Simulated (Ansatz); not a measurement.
Predict the output of the script below (Ansatz 0.2.0, Python API).

The script reads `li.cif`:
```cif
data_Li
_cell_length_a 4.948867
_cell_length_b 4.948867
_cell_length_c 2.888843
_cell_angle_alpha 90.00000
_cell_angle_beta 90.00000
_cell_angle_gamma 120.00000
_symmetry_space_group_name_H-M 'P 1'
_symmetry_Int_Tables_number 1
loop_
_symmetry_equiv_pos_as_xyz
'x, y, z'
loop_
_atom_site_label
_atom_site_type_symbol
_atom_site_fract_x
_atom_site_fract_y
_atom_site_fract_z
Li1 Li    0.000000    0.000000    0.000000
Li2 Li    0.666667    0.333333    0.500000
Li3 Li    0.333333    0.666667    0.500000
```

Script `slab.py`:
```python
import warnings

import ansatz as az
from ase.build import surface
from ase.io import read
import numpy as np

warnings.simplefilter("ignore", az.DeckWarning)

atoms = read("li.cif")
slab = surface(atoms, (1, 1, 0), 3, vacuum=7.0)
slab.pbc = True

print(slab.get_chemical_formula(), "area {:.3f} A^2, cell height {:.2f} A".format(np.linalg.norm(np.cross(slab.cell[0], slab.cell[1])), slab.cell[2, 2]))


def settings(structure):
    return (
        az.Crystal.from_ase(structure).calculation()
        .functional("PBEsol", dispersion="d3bjatm")
        .basis(380)
        .occupations("Fermi-Dirac", width=0.01)
    )


model = settings(slab)
model = model.kpoints(2, 6, 1).electric_field(axis=3, dipole_correction=True)
model = model.potential()
model = model.forces()
done = model.run(threads=1)
rep = done.report

print(f"slab free energy {rep['free_energy_ev']:.4f} eV, Fermi level {rep['fermi_energy_ev']:.3f} eV")
face = rep["work_function"]
print("work function (eV), upper and lower face:", *(round(face[k], 3) for k in ("phi_plus_ev", "phi_minus_ev") if face.get(k) is not None))
print(f"dipole {face['dipole_moment_e_ang']:+.4f} e A")

v = done.potential()
profile = (v.v_es_ev + (0 if v.v_field_ev is None else v.v_field_ev)).mean(axis=(0, 1))
height = done.lattice.cell_ang[2][2]
print("z (A)   planar potential less the Fermi level (eV)")
for i in range(0, len(profile), max(len(profile) // 24, 1)):
    print(f"{i * height / len(profile):6.2f} {profile[i] - rep['fermi_energy_ev']:9.3f}")
```

Output of `python slab.py`:
```text
Li9 area 24.762 A^2, cell height 18.95 A
RunWarning: efield: at this solve's end the planar-averaged density reaches 1.93e-5 e/Å³ inside the ramp window [0.8972, 0.1028] (bound 1e-5 e/Å³); by the running means of the window's planes the mean density over a ramp is at most 1.76e-5 e/Å³, which is held to the bound (the quickstart, § The vacuum guard, A window [...]
RunWarning: The output density's exchange-correlation potential varies sharply where the density is thin. Do not read a vacuum level from v_tot or v_xc, or from such a field of the output density. On a cell that repeats whose density bears no net charge and no dipole along the vacuum's axis use v_es (v_loc + v_h of [...]
slab free energy -1826.0597 eV, Fermi level -1.433 eV
work function (eV), upper and lower face: 3.31 3.311
dipole +0.0000 e A
z (A)   planar potential less the Fermi level (eV)
  0.00     3.311
  0.76     3.311
  1.52     3.310
  2.27     3.310
  3.03     3.302
  3.79     3.275
  4.55     3.147
  5.31     2.628
  6.06     0.838
  6.82    -4.361
  7.58    -0.531
  8.34     1.791
  9.10    -2.476
  9.85    -2.476
 10.61     1.791
 11.37    -0.531
 12.13    -4.361
 12.89     0.838
 13.64     2.628
 14.40     3.147
 15.16     3.275
 15.92     3.302
 16.68     3.310
 17.43     3.310
 18.19     3.311
```
(Warnings from the package without file and line, shortened.)

Caveats:
- The settings weren't tested for convergence.
- The cutoff lies under the one recommended for these potentials.
- Dispersion corrections can be off by several per cent in the lattices of metals, and by several GPa in the pressure at a fixed cell.
- The density doesn't vanish in the vacuum (a short gap or a low cutoff), which blurs the vacuum level.
- The mesh is modest for a metal, so energies can be off by several to tens of meV an atom and pressures by half a GPa or more; differences at equal mesh fare better.
- An absolute Fermi energy rests on an arbitrary zero of the periodic potential and has no direct meaning.
- This isn't the structure that Li takes at ambient conditions.
- The slab is thin and cut from the structure as given; a cut can leave two unlike or polar faces, and the surface energy is then their mean. Miller indices refer to the vectors of the cell as typed, and the lattice isn't relaxed for this functional, so relaxation and surface energy can hold strain.
- The script silences the warnings on its input, which a real study should read.
- It ran for 5.4 s on 1 thread of Intel(R) Xeon(R) 6975P-C (Granite Rapids) (shared host), peak memory 0.55 GiB.

(Lines on the test bed's own set-up are left out of the output.)
